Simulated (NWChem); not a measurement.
**CaBr (SMILES [Ca][Br]): UMP2/cc-pVTZ/cc-pVTZ-PP (core potential)**

What is the vertical electron affinity of CaBr at UMP2/cc-pVTZ/cc-pVTZ-PP (core potential)? 

The calculation is run with NWChem 7.3.0.

## (1) The structure to begin with

CaBr: 2 atoms, total charge 0, spin state doublet. As SMILES, `[Ca][Br]`. Geometry: a GFN2-xTB relaxation, a rough one for these elements and not checked as a minimum.

Bond lengths: Ca1–Br2 2.633 Å.

## (2) A single-point energy at UMP2/cc-pVTZ/cc-pVTZ-PP (core potential)

Contents of a.nw:

```
start a
title "BrCa"
memory total 2200 mb
charge 0

geometry noautosym nocenter noautoz
  Ca       0.000000       0.000000       0.000000
  Br       0.000000       0.000000       2.632710
end

basis spherical bse
  * library cc-pVTZ except Br
  Br library cc-pVTZ-PP
end

ecp bse
  Br library cc-pVTZ-PP
end

scf
  doublet
  uhf
  maxiter 60
  noprint "final vectors analysis"
end

tce
  scf
  mbpt2
  freeze core 9
end

task tce
```

Started as:

```console
$ nwchem a.nw > a.out
```

Log, shortened:

```text
[...]
 **** WARNING Zero Coefficient **** on atom "              Br"
 angular momentum value:-1  standard basis set name: "cc-pVTZ-PP"
 input line that generated warning:
   864: 2       1.0000000              0.0000000
[...]
  functions       =    82
[...]
  wavefunction    = UHF
[...]
         Total SCF energy =  -1092.370113809156
      One electron energy =  -1859.233994204862
      Two electron energy =    666.363398193014
 Nuclear repulsion energy =    100.500482202692
                       Sz =      0.5000
                 Sz(Sz+1) =      0.7500
                      S^2 =      0.7505
[...]
         Wavefunction type : Unrestricted Hartree-Fock
          No. of electrons :    45
[...]
         Spin multiplicity : doublet
[...]
```

It took 2.9 min on 1 thread of Intel Xeon 6975P-C (Granite Rapids), shared host; peak memory 1.2 GiB.

## (3) The singlet anion at the same level

Contents of run.py:

```python
from ase import Atoms
from ase.calculators.nwchem import NWChem

molecule = Atoms(['Ca', 'Br'], positions=[
    [0.000000, 0.000000, 0.000000],
    [0.000000, 0.000000, 2.632710],
])

calc = NWChem(
    label='job',
    theory='tce',
    memory='2200 mb',
    basis={'Ca': 'cc-pVTZ', 'Br': 'cc-pVTZ-PP'},
    basispar='spherical bse',
    charge=-1,
    scf={'nopen': '0', 'rhf': None, 'maxiter': '80', 'print': 'low'},
    tce={'scf': None, 'mbpt2': None, 'freeze': 'core 9'},
    task='energy',
    **{'ecp bse': {'Br library': 'cc-pVTZ-PP'}},
)
molecule.calc = calc

print("Total energy (eV):", round(molecule.get_potential_energy(), 6))
```

Started as:

```console
$ export ASE_NWCHEM_COMMAND="nwchem PREFIX.nwi > PREFIX.nwo"
$ python run.py
```

Log:

```text
Total energy (eV): -29736.756176
```

The calculator wrote job.nwi:

```
title "job"

permanent_dir job

scratch_dir job

start job

geometry units angstrom nocenter noautosym noautoz
  Ca 0.0000000000000000e+00 0.0000000000000000e+00 0.0000000000000000e+00
  Br 0.0000000000000000e+00 0.0000000000000000e+00 2.6327099999999999e+00
end

charge -1

memory 2200 mb

basis spherical bse noprint
  Ca library cc-pVTZ
  Br library cc-pVTZ-PP
end

scf
  nopen 0
  rhf
  maxiter 80
  print low
end
tce
  scf
  mbpt2
  freeze core 9
end
ecp bse
  Br library cc-pVTZ-PP
end

task tce energy
```

job.nwo, shortened:

```text
[...]
 **** WARNING Zero Coefficient **** on atom "              Br"
 angular momentum value:-1  standard basis set name: "cc-pVTZ-PP"
 input line that generated warning:
   864: 2       1.0000000              0.0000000
[...]
  functions       =    82
[...]
  wavefunction    = RHF
[...]
         Total SCF energy =  -1092.383468973853
      One-electron energy =  -1866.314904107430
      Two-electron energy =    673.430952930885
 Nuclear repulsion energy =    100.500482202692
        Time for solution =     79.5s
[...]
         Wavefunction type : Restricted Hartree-Fock
          No. of electrons :    46
[...]
         Spin multiplicity : singlet
[...]
```

It took 2.2 min on 1 thread of Intel Xeon 6975P-C (Granite Rapids), shared host; peak memory 1.1 GiB.

## (4) Results

Level: UMP2/cc-pVTZ/cc-pVTZ-PP (core potential), 9 core orbitals frozen.

```
                                                  quantity           value
                                doublet CaBr: total energy  -1092.76596 Eh
 doublet CaBr: correlation energy (9 core orbitals frozen)      -395.8 mEh
           doublet CaBr: ⟨S²⟩ of the reference determinant           0.750
                               singlet anion: total energy  -1092.80564 Eh
singlet anion: correlation energy (9 core orbitals frozen)      -422.2 mEh
         vertical electron affinity (to the singlet anion)        1.080 eV
```

In words: At fixed nuclei the extra electron is bound by 1.08 eV (104 kJ/mol). The basis has no diffuse functions, so the error can be as large as this value.
